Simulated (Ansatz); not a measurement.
# GaAs+ (quartet): wB97X-V, wB97M-V over a scan of the distance Ga1–As2, cc-pVDZ

Aim: run GaAs+ (quartet) with these functionals over a scan of the distance Ga1–As2, and hold them against the top wave-function level at the same points.

Program: Ansatz 0.2.0, Gaussian basis. Level of theory: cc-pVDZ, all electrons in the functionals. These are calculated values, not measurements.

Plan: wB97X-V, wB97M-V, at 2.128 Å; 2.468 Å; 2.704 Å; 3.004 Å; 3.256 Å; 3.757 Å; 4.338 Å; 4.949 Å; 5.884 Å; 7.386 Å; 9.290 Å.

18 further runs of the same task are left out: 1 for a known fault of the program, 15 that didn't finish, 2 set aside as unsound or not needed. Runs told in other sessions of the task aren't counted.

## (1) What is computed

The geometry derives from a PBE0/def2-TZVP stationary point (not a proven minimum). One bond is set to the value named and the two fragments are kept rigid. No spin-orbit coupling is included. The filled d shell of Ga, As may be among the frozen orbitals whatever the setting's name suggests.

2 atoms, charge 1, spin multiplicity 4.

Atoms are counted from 1 here; the program's logs count them from 0.

Bond lengths: Ga1–As2 2.704 Å.

No dispersion term is added; wB97X-V, wB97M-V hold VV10 nonlocal correlation.

The geometry shown and the zero of energy belong to the point 2.704 Å. The yardstick, FCI, and other wave-function levels (R restricted, U unrestricted, valence and pair active spaces) come from earlier runs.

## (2) wB97X-V, 2.128 Å

Contents of in.yaml:

```yaml
crystal:
  periodic: [false, false, false]
  atoms:
    - {symbol: Ga, position_ang: [0.000000, 0.000000, 0.000000]}
    - {symbol: As, position_ang: [0.000000, 0.000000, 2.128000]}
basis:
  gaussian: {orbitals: cc-pVDZ}
total_charge: 1
magnetization: {spin_polarized: true, initial_magnetization: 3}
hamiltonian: {xc: {name: wB97X-V}}
```

The run is started by

```
> ansatz run in.yaml --threads 1 --pin off --events-out ev --progress --plain --max-ram 2393MiB
```

The runs that follow: wB97X-V, 2.468 Å; wB97X-V, 2.704 Å; wB97X-V, 3.004 Å; wB97X-V, 3.256 Å; wB97X-V, 3.757 Å; wB97X-V, 4.338 Å; wB97X-V, 4.949 Å; wB97X-V, 5.884 Å; wB97X-V, 7.386 Å; wB97X-V, 9.290 Å; wB97M-V, 2.128 Å; wB97M-V, 2.468 Å; wB97M-V, 2.704 Å; wB97M-V, 3.004 Å; wB97M-V, 3.256 Å; wB97M-V, 3.757 Å; wB97M-V, 4.338 Å; wB97M-V, 4.949 Å; wB97M-V, 5.884 Å; wB97M-V, 7.386 Å; wB97M-V, 9.290 Å.

Before running them: what should the planned runs give, taken together? Wanted: span of the FCI curve; largest miss, wB97X-V; largest miss, wB97M-V.

The runs gave:

| quantity | value |
| --- | --- |
| span of the FCI curve | 31.8 kcal/mol |
| largest miss, wB97X-V | -7.1 kcal/mol (2.128 Å) |
| largest miss, wB97M-V | -5.6 kcal/mol (2.128 Å) |

In words: Of the functionals, wB97M-V keep the smallest largest miss at the points compared (at most 5.6 kcal/mol) and wB97X-V strays most (7.1 kcal/mol, at 2.128 Å). Functionals and the yardstick converge differently with the basis, so part of each miss in cc-pVDZ is the basis.
